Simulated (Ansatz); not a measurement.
# SbO4: the cost of one run

Computed with Ansatz 0.2.0 (DFT PBE, scalar-relativistic, plane waves, PAW, unless a step's input says otherwise).

## Step 1: The structure to begin with

The structure is cubic, space group P-43m (No. 215). The conventional cell has a = 4.334 Å, b = 4.334 Å, c = 4.334 Å, α = 90.00°, β = 90.00°, γ = 90.00°. Sb (site symmetry -43m) is surrounded by 4 O at 1.83 Å. O (site symmetry 3m) has 1 Sb at 1.83 Å as nearest neighbours.

Coordinates:

```cif
data_structure
_symmetry_space_group_name_H-M 'P 1'
_symmetry_Int_Tables_number 1
_cell_length_a 4.3342
_cell_length_b 4.3342
_cell_length_c 4.3342
_cell_angle_alpha 90.000
_cell_angle_beta 90.000
_cell_angle_gamma 90.000
_cell_volume 81.42
loop_
_atom_site_label
_atom_site_type_symbol
_atom_site_fract_x
_atom_site_fract_y
_atom_site_fract_z
_atom_site_occupancy
Sb1 Sb 0.00000 0.00000 0.00000 1
O1 O 0.24378 0.75622 0.75622 1
O2 O 0.75622 0.24378 0.75622 1
O3 O 0.75622 0.75622 0.24378 1
O4 O 0.24378 0.24378 0.24378 1
```

A structure generator made this guess: species swapped into a database cell of SnI4 (P-43m, No. 215), with Sb on the Sn sites and O on the I sites. The dimensions are guesses.

## Step 2: A first look at the guess

input.yaml

```yaml
crystal:
  lattice:
    - [4.33418808, 0.0, 0.0]
    - [0.0, 4.33418808, 0.0]
    - [0.0, 0.0, 4.33418808]
  atoms:
    - { symbol: Sb, position: [0.0, 0.0, 0.0] }
    - { symbol: O, position: [0.24378108, 0.75621892, 0.75621892] }
    - { symbol: O, position: [0.75621892, 0.24378108, 0.75621892] }
    - { symbol: O, position: [0.75621892, 0.75621892, 0.24378108] }
    - { symbol: O, position: [0.24378108, 0.24378108, 0.24378108] }
basis:
  ecutwfc: 420
kpoints:
  mp_grid: { grid: [4, 4, 4] }
hamiltonian:
  xc: pbe
scf:
  occupations: { method: gaussian, width: 0.1 }
  lower_state_search: "off"
output:
  forces: true
  stress: true
  eigenvalues: true
```

The run is started by

```sh
ansatz run input.yaml --threads 1 --pin off --max-ram 2560MiB --backend cpu --events-out ev --progress --plain --runs-dir out
```

Q: Estimate wall time and peak memory on 1 thread of Intel Xeon Platinum 8488C (Sapphire Rapids), shared host.

About 1.3 s, with a peak of 0.35 GiB.
